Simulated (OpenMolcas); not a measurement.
**CCSD(T)/ANO-RCC-VDZ (DKH2, Cholesky decomposition, electric field -0.005 a.u., field axis x) run of BiCl2F (SMILES [F][Bi]([Cl])[Cl])**

What is the energy difference between two shapes of BiCl2F at CCSD(T)/ANO-RCC-VDZ (DKH2, Cholesky decomposition, electric field -0.005 a.u., field axis x)? 

Program for the calculation: OpenMolcas 26.06.

5 further runs of the same task are left out: 3 that didn't finish, 2 set aside as unsound or not needed.

## Step 1: Starting point

BiCl2F: 4 atoms, total charge 0, spin state singlet. SMILES: `[F][Bi]([Cl])[Cl]`. Geometry: a GFN2-xTB relaxation, a rough one for these elements and not checked as a minimum.

Bond lengths: F1–Bi2 2.061 Å, Bi2–Cl3 2.455 Å, Bi2–Cl4 2.456 Å. Angles: F1–Bi2–Cl3 93.1°, F1–Bi2–Cl4 93.2°, Cl3–Bi2–Cl4 94.5°.

## Step 2: The energy at CCSD(T)/ANO-RCC-VDZ (DKH2, Cholesky decomposition, electric field -0.005 a.u., field axis x)

File mol.xyz:

```xyz
4

F     -0.600850     0.122150     1.707830
Bi    -0.455530    -0.817930    -0.120410
Cl     1.982950    -0.547850    -0.217190
Cl    -0.926560     1.243620    -1.370220
```

File mol.input:

```
&gateway
 coord=mol.xyz
 basis=ANO-RCC-VDZ
 group=NoSym

&seward
 medium

&ffpt
 dipole
 X 0.005

&scf
 prorbitals=0

&chcc
 frozen=45

&cht3
 frozen=45
```

On the command line:

```console
$ export MOLCAS_MEM=1860
$ pymolcas mol.input > mol.log
```

The log of the run, cut to the lines that bear on the results:

```text
--- Start Module: gateway ---
[...]
--- Stop Module: gateway /rc=_RC_ALL_IS_WELL_ ---
[...]
      Basis functions           82
[...]
       Convergence after  11 Iterations
[...]
::    Total SCF energy                             -22531.2818120287
[...]
      Total spin, S                                     0.0000000000
[...]
      Total electronic charge=  126.000000
      Total            charge=   -0.000000
[...]
      Dipole Moment (debye):
      Origin of the operator (angstrom)=   -0.2339   -0.4843   -0.1619
                   X= -3.8498E+00               Y= -6.0909E+00               Z= -2.0413E+00           Total=  7.4891E+00
      Quadrupole Moment (debye*angstrom):
[...]
--- Start Module: chcc ---
[...]
--- Stop Module: chcc /rc=_RC_ALL_IS_WELL_ ---
[...]
--- Start Module: cht3 ---
[...]
--- Stop Module: cht3 /rc=_RC_ALL_IS_WELL_ ---
[...]
```

It took 2.3 min on 1 thread of Intel Xeon Platinum 8488C (Sapphire Rapids), shared host; peak memory 0.44 GiB.

## Step 3: The distorted shape

File mol.xyz:

```xyz
4

F     -0.628972     0.119313     1.675398
Bi    -0.490315    -0.795977    -0.069836
Cl     2.006889    -0.586807    -0.224512
Cl    -0.908281     1.256361    -1.341571
```

File mol.input:

```
* BiCl2F CCSD(T)

&GATEWAY
 Coord = mol.xyz
 Basis = ANO-RCC-VDZ
 Group = NoSym

&SEWARD
 Medium

&FFPT
 Dipole
 X 0.005

&SCF
 PrOrbitals = 0

&CHCC
 Frozen = 45

&CHT3
 Frozen = 45
```

On the command line:

```console
$ export MOLCAS_MEM=1860
$ pymolcas mol.input > mol.log
```

The log of the run, cut to the lines that bear on the results:

```text
--- Start Module: gateway ---
[...]
--- Stop Module: gateway /rc=_RC_ALL_IS_WELL_ ---
[...]
      Basis functions           82
[...]
       Convergence after  11 Iterations
[...]
::    Total SCF energy                             -22531.2814419521
[...]
      Total spin, S                                     0.0000000000
[...]
      Total electronic charge=  126.000000
      Total            charge=   -0.000000
[...]
      Dipole Moment (debye):
      Origin of the operator (angstrom)=   -0.2551   -0.4722   -0.1260
                   X= -4.3797E+00               Y= -5.7970E+00               Z= -1.3915E+00           Total=  7.3975E+00
      Quadrupole Moment (debye*angstrom):
[...]
--- Start Module: chcc ---
[...]
--- Stop Module: chcc /rc=_RC_ALL_IS_WELL_ ---
[...]
--- Start Module: cht3 ---
[...]
--- Stop Module: cht3 /rc=_RC_ALL_IS_WELL_ ---
[...]
```

It took 2 min on 1 thread of Intel Xeon Platinum 8488C (Sapphire Rapids), shared host; peak memory 0.44 GiB.

## Step 4: Summary of results

At CCSD(T)/ANO-RCC-VDZ (DKH2, Cholesky decomposition, electric field -0.005 a.u., field axis x), 45 core orbitals frozen:

```
                                                     quantity            value
                                    first shape: total energy  -22531.56951 Eh
              first shape: dipole moment (mean-field density)           7.49 D
           first shape: HOMO–LUMO gap (Hartree–Fock orbitals)         12.04 eV
    first shape: correlation energy (45 core orbitals frozen)       -287.7 mEh
                                  first shape: (T) correction        -8.77 mEh
                                distorted shape: total energy  -22531.56702 Eh
          distorted shape: dipole moment (mean-field density)           7.40 D
       distorted shape: HOMO–LUMO gap (Hartree–Fock orbitals)         11.88 eV
distorted shape: correlation energy (45 core orbitals frozen)       -285.6 mEh
                              distorted shape: (T) correction        -8.59 mEh
                       energy change with the atoms displaced         0.068 eV
```

What this shows: With the atoms displaced the energy rises by 0.07 eV (1.6 kcal/mol). The first shape isn't relaxed at this level, so the change isn't measured from a minimum. The triples (first shape) make up 3.0 % of the correlation energy. Mulliken charges (distorted shape) of the mean-field density run from -0.66 on F1 to +1.55 on Bi2. The triples (distorted shape) make up 3.0 % of the correlation energy.
